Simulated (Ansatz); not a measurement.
**CF3GeNO: small, medium and large basis sets**

Aim: see how fast density functionals converge with the basis set for CF3GeNO.

Method: one geometry, several basis sets; program: Ansatz 0.2.0, Gaussian basis.

The runs, in order: PBE0-D4/def2-SVP; ωB97M-V/def2-SVP; PBE0-D4/def2-QZVPP; ωB97M-V/def2-QZVPP; the functionals' def2-TZVPP values are taken from earlier runs.

## (1) The geometry

An earlier PBE0-D4 in a triple-zeta def2 set relaxation fixed the geometry.

SMILES `O=C=[N][Ge]([F])([F])[F]`, 7 atoms, charge 0, spin multiplicity 1.

Atoms are counted from 1 here; the program's logs count them from 0.

Bond lengths: O1–C2 1.156 Å, C2–N3 1.208 Å, N3–Ge4 1.776 Å, Ge4–F5 1.694 Å, Ge4–F6 1.699 Å, Ge4–F7 1.699 Å. Angles: O1–C2–N3 175.5°, C2–N3–Ge4 137.4°, N3–Ge4–F5 109.1°, N3–Ge4–F6 111.9°, N3–Ge4–F7 111.9°, F5–Ge4–F6 108.1°, F5–Ge4–F7 108.1°, F6–Ge4–F7 107.6°.

## (2) PBE0-D4 in def2-SVP

Input file in.yaml:

```yaml
crystal:
  periodic: [false, false, false]
  atoms:
    - {symbol: O, position_ang: [1.205791, -2.164475, 1.607571]}
    - {symbol: C, position_ang: [0.998153, -1.214155, 0.983880]}
    - {symbol: N, position_ang: [0.871529, -0.197573, 0.342986]}
    - {symbol: Ge, position_ang: [-0.427798, 0.651302, -0.520731]}
    - {symbol: F, position_ang: [0.195473, 2.072923, -1.198696]}
    - {symbol: F, position_ang: [-1.705627, 1.076524, 0.515725]}
    - {symbol: F, position_ang: [-1.076423, -0.292446, -1.776336]}
basis:
  gaussian: {orbitals: def2-SVP}
hamiltonian: {xc: pbe0, dispersion: d4}
output: {orbitals: {seedname: orbitals}}
```

On the command line:

```
$ ansatz run in.yaml --threads 4 --pin off --events-out ev --progress --plain --max-ram 10444MiB
```

After this run come: ωB97M-V in def2-SVP; PBE0-D4 in def2-QZVPP; ωB97M-V in def2-QZVPP.

**Question.** What will the summary of the whole plan be? Wanted: PBE0-D4: double and triple zeta above quadruple; ωB97M-V: double and triple zeta above quadruple.

The runs gave:

| quantity | value |
| --- | --- |
| PBE0-D4: double and triple zeta above quadruple | 24.83, 1.95 eV |
| ωB97M-V: double and triple zeta above quadruple | 25.01, 1.85 eV |

What this shows: For PBE0-D4 the step from double to triple zeta gains 22.88 eV and the next only 1.95 eV. Total energies overstate the basis error of differences, where much of it tends to cancel.
